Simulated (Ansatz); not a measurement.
# RuSe (rocksalt): equation of state, part 2 of 2

How stiff is RuSe (rocksalt)? Energies and pressures are computed at volumes on both sides of the relaxed cell and fitted. This structure was made by substitution into a known type, so it needn't be the compound's stable form.

Ansatz 0.2.0; DFT PBE, scalar-relativistic, plane waves, PAW. Earlier steps stand in the parts before.

## (6) At 1.070 of the relaxed volume

Input file input.yaml:

```yaml
crystal:
  lattice:
    - [0.0, 2.6290354363, 2.6290354363]
    - [2.6290354363, 0.0, 2.6290354363]
    - [2.6290354363, 2.6290354363, 0.0]
  atoms:
    - { symbol: Ru, position: [0.5, 0.5, 0.5] }
    - { symbol: Se, position: [0.0, 0.0, 0.0] }
basis:
  ecutwfc: 420
  ecutrho_ratio: 4
kpoints:
  mp_grid: { grid: [12, 12, 12] }
hamiltonian:
  xc: pbe
scf:
  occupations: { method: gaussian, width: 0.05 }
output:
  forces: true
  stress: true
  eigenvalues: true
```

Launch:

```console
$ ansatz run input.yaml --threads 2 --pin off --max-ram 2662MiB --backend cpu --events-out ev --progress --plain --runs-dir out
```

Output, cut to the lines that bear on the results:

```text
Warning: RAYON_NUM_THREADS=2 ignored (pool sized by the plan → 2); use --threads N
[...]
Pseudopotentials: kind: paw
Pseudopotential: Ru, paw, valence charge 16, recommended cutoff 420 eV (normal), Ru.paw.azcp
Pseudopotential: Se, paw, valence charge 16, recommended cutoff 420 eV (normal), Se.paw.azcp
Functional definition: PBE
[...]
Crystal: 2 atoms, lattice volume = 36.343 Å³
Basis set: ecut = 420 eV, 725 PW (Γ), exchange–correlation on 50×50×50 points (8 copies of the dense FFT grid, shifted against one another)
Bands: 20, of which v1, the nominal top of the filled ones, is band 16 counted from 1 (15 counted from 0)
Symmetry: 48 space group operations
Space group: Fm-3m (ITA 225), of the structure as read, at distance tolerance 3.3e-5 Å
k-points: 72 of 1728
[...]
SCF iter   1: F=—  HF=-11346.727615 eV  |F-HF|=—  |Δ(HF+E_count)|=         —  Δρ=4.44e-3  dr2=3.10e-3  ethr=1.77e-3  ⟨swp⟩=5.5  Hψ=6321  notcnv=0
[...]
SCF iter   6: F=-11346.728445 eV  HF=-11346.728445 eV  |F-HF|=1.65e-8  |Δ(HF+E_count)|=   1.20e-7  Δρ=1.30e-5  dr2=5.79e-8  ethr=3.13e-10  ⟨swp⟩=5.0  Hψ=6094  notcnv=0
[...]
SCF converged after 6 iterations
Free energy (F): -11346.728445 eV
[...]
E sigma→0 (E₀):  -11346.725202 eV
Entropy (-TS):   -0.006486 eV (-3.243 meV/atom)
Fermi energy:    14.796326 eV
[...]
--- Forces (eV/Å), atoms counted from 1 ---
  atom   1  Ru     0.00000000     0.00000000     0.00000000
  atom   2  Se    -0.00000000    -0.00000000    -0.00000000
[...]
--- Stress (GPa, compression-positive) ---
       -8.054401      -0.000000       0.000000
        0.000000      -8.054401       0.000000
        0.000000       0.000000      -8.054401
  P = ⅓ Tr σ = -8.0544 GPa (-80.544 kbar)
--- Band table (eV; the first three rows and the last of 72) ---
  k-point 0: bands = ["-57.1383", "-33.8673", "-33.8673", "-33.8601", "-33.8601", "-33.8601", "-27.1780", "-27.1780", "-27.1780", "-0.1611", "13.0482", "13.0482", "13.0482", "13.1428", "13.1428", "13.4677", "13.4677", "13.4677", "17.9431", "24.5681"]
[...]
```

It took 1.2 s on 2 threads of Arm Neoverse V2, shared host; peak memory 0.34 GiB.

This gives: volume 18.171 Å³/atom, pressure -8.05 GPa, metallic.

## (7) Scaling the volume by 1.100

Edit input.yaml of step 6 so:

```diff
@@ -2,5 +2,5 @@
   lattice:
-    - [0.0, 2.6290354363, 2.6290354363]
-    - [2.6290354363, 0.0, 2.6290354363]
-    - [2.6290354363, 2.6290354363, 0.0]
+    - [0.0, 2.6533797421, 2.6533797421]
+    - [2.6533797421, 0.0, 2.6533797421]
+    - [2.6533797421, 2.6533797421, 0.0]
   atoms:
```

Launch:

```console
$ ansatz run input.yaml --threads 2 --pin off --max-ram 2662MiB --backend cpu --events-out ev --progress --plain --runs-dir out
```

Output, cut to the lines that bear on the results:

```text
Warning: RAYON_NUM_THREADS=2 ignored (pool sized by the plan → 2); use --threads N
[...]
Pseudopotentials: kind: paw
Pseudopotential: Ru, paw, valence charge 16, recommended cutoff 420 eV (normal), Ru.paw.azcp
Pseudopotential: Se, paw, valence charge 16, recommended cutoff 420 eV (normal), Se.paw.azcp
Functional definition: PBE
[...]
Crystal: 2 atoms, lattice volume = 37.362 Å³
Basis set: ecut = 420 eV, 725 PW (Γ), exchange–correlation on 54×54×54 points (8 copies of the dense FFT grid, shifted against one another)
Bands: 20, of which v1, the nominal top of the filled ones, is band 16 counted from 1 (15 counted from 0)
Symmetry: 48 space group operations
Space group: Fm-3m (ITA 225), of the structure as read, at distance tolerance 3.3e-5 Å
k-points: 72 of 1728
[...]
SCF iter   1: F=—  HF=-11346.667762 eV  |F-HF|=—  |Δ(HF+E_count)|=         —  Δρ=4.82e-3  dr2=2.79e-3  ethr=1.77e-3  ⟨swp⟩=5.5  Hψ=6283  notcnv=0
[...]
SCF iter   6: F=-11346.668794 eV  HF=-11346.668794 eV  |F-HF|=2.66e-8  |Δ(HF+E_count)|=   1.09e-7  Δρ=1.39e-5  dr2=5.82e-8  ethr=3.13e-10  ⟨swp⟩=5.0  Hψ=6146  notcnv=0
[...]
SCF converged after 6 iterations
Free energy (F): -11346.668794 eV
[...]
E sigma→0 (E₀):  -11346.665257 eV
Entropy (-TS):   -0.007073 eV (-3.537 meV/atom)
Fermi energy:    14.243351 eV
[...]
--- Forces (eV/Å), atoms counted from 1 ---
  atom   1  Ru     0.00000000     0.00000000     0.00000000
  atom   2  Se     0.00000000     0.00000000     0.00000000
[...]
--- Stress (GPa, compression-positive) ---
      -10.625746       0.000000      -0.000000
        0.000000     -10.625746       0.000000
       -0.000000       0.000000     -10.625746
  P = ⅓ Tr σ = -10.6257 GPa (-106.257 kbar)
--- Band table (eV; the first three rows and the last of 72) ---
  k-point 0: bands = ["-57.6719", "-34.3704", "-34.3704", "-34.3640", "-34.3640", "-34.3640", "-27.7069", "-27.7069", "-27.7069", "-0.5345", "12.5895", "12.5895", "12.5895", "12.6697", "12.6697", "12.9296", "12.9296", "12.9296", "17.1881", "24.0500"]
[...]
```

Run time: 1.2 s. Hardware: 2 threads of Arm Neoverse V2, shared host; peak memory 0.34 GiB.

This gives: volume 18.681 Å³/atom, pressure -10.63 GPa, a metal on this mesh.

## (8) Scaling the volume by 0.945

Edit input.yaml of step 7 so:

```diff
@@ -2,5 +2,5 @@
   lattice:
-    - [0.0, 2.6533797421, 2.6533797421]
-    - [2.6533797421, 0.0, 2.6533797421]
-    - [2.6533797421, 2.6533797421, 0.0]
+    - [0.0, 2.5223912441, 2.5223912441]
+    - [2.5223912441, 0.0, 2.5223912441]
+    - [2.5223912441, 2.5223912441, 0.0]
   atoms:
```

Launch:

```console
$ ansatz run input.yaml --threads 2 --pin off --max-ram 2662MiB --backend cpu --events-out ev --progress --plain --runs-dir out
```

Output, cut to the lines that bear on the results:

```text
Warning: RAYON_NUM_THREADS=2 ignored (pool sized by the plan → 2); use --threads N
[...]
Pseudopotentials: kind: paw
Pseudopotential: Ru, paw, valence charge 16, recommended cutoff 420 eV (normal), Ru.paw.azcp
Pseudopotential: Se, paw, valence charge 16, recommended cutoff 420 eV (normal), Se.paw.azcp
Functional definition: PBE
[...]
Crystal: 2 atoms, lattice volume = 32.097 Å³
Basis set: ecut = 420 eV, 609 PW (Γ), exchange–correlation on 48×48×48 points (8 copies of the dense FFT grid, shifted against one another)
Bands: 20, of which v1, the nominal top of the filled ones, is band 16 counted from 1 (15 counted from 0)
Symmetry: 48 space group operations
Space group: Fm-3m (ITA 225), of the structure as read, at distance tolerance 3.2e-5 Å
k-points: 72 of 1728
[...]
SCF iter   1: F=—  HF=-11346.739086 eV  |F-HF|=—  |Δ(HF+E_count)|=         —  Δρ=3.58e-3  dr2=4.81e-3  ethr=1.77e-3  ⟨swp⟩=5.3  Hψ=6483  notcnv=0
[...]
SCF iter   6: F=-11346.738487 eV  HF=-11346.738487 eV  |F-HF|=2.94e-8  |Δ(HF+E_count)|=   1.84e-7  Δρ=1.57e-5  dr2=5.69e-8  ethr=3.13e-10  ⟨swp⟩=3.1  Hψ=6296  notcnv=0
[...]
SCF converged after 6 iterations
Free energy (F): -11346.738487 eV
[...]
E sigma→0 (E₀):  -11346.736247 eV
Entropy (-TS):   -0.004479 eV (-2.240 meV/atom)
Fermi energy:    17.460690 eV
[...]
--- Forces (eV/Å), atoms counted from 1 ---
  atom   1  Ru     0.00000000    -0.00000000    -0.00000000
  atom   2  Se    -0.00000000     0.00000000    -0.00000000
[...]
--- Stress (GPa, compression-positive) ---
        9.469811      -0.000000      -0.000000
        0.000000       9.469811       0.000000
       -0.000000       0.000000       9.469811
  P = ⅓ Tr σ = 9.4698 GPa (94.698 kbar)
--- Band table (eV; the first three rows and the last of 72) ---
  k-point 0: bands = ["-54.5751", "-31.4304", "-31.4304", "-31.4186", "-31.4186", "-31.4186", "-24.6408", "-24.6408", "-24.6408", "1.6301", "15.2306", "15.2306", "15.2306", "15.4063", "15.4063", "16.0814", "16.0814", "16.0814", "21.6422", "27.0270"]
[...]
```

It took 0.99 s on 2 threads of Arm Neoverse V2, shared host; peak memory 0.33 GiB.

This gives: volume 16.049 Å³/atom, pressure 9.47 GPa, no gap.

## (9) The fit

Energies have the smearing extrapolated to zero and count from the lowest point.

```tsv
volume (Å³/atom)	energy (meV/atom)	pressure (GPa)	gap (eV)
16.049	26.31	9.47	metal
16.303	13.60	6.61	metal
16.643	3.37	3.18	metal
16.983	0.00	0.13	metal
17.322	2.72	-2.57	metal
17.662	10.85	-4.96	metal
18.171	31.84	-8.05	metal
18.681	61.81	-10.63	metal
```

volume (Å³/atom), energy (meV/atom) and a bar:
```
    16.05       26.3 #############
    16.30       13.6 #######
    16.64        3.4 ##
    16.98        0.0 
    17.32        2.7 #
    17.66       10.8 #####
    18.17       31.8 ###############
    18.68       61.8 ##############################
```

## (10) What came out

This closing draws on all 2 parts.

```
          quantity           value
                V0  16.994 Å³/atom
                B0         143 GPa
               B0′             5.0
scatter of the fit  0.001 meV/atom
```

The fitted minimum lies at 16.99 Å³/atom, and the bulk modulus is 143 GPa. One per cent of compression takes about 1.4 GPa. These are values at 0 K without zero-point motion. A separate test found that a distortion of this cell lowers its energy, so it is no minimum.
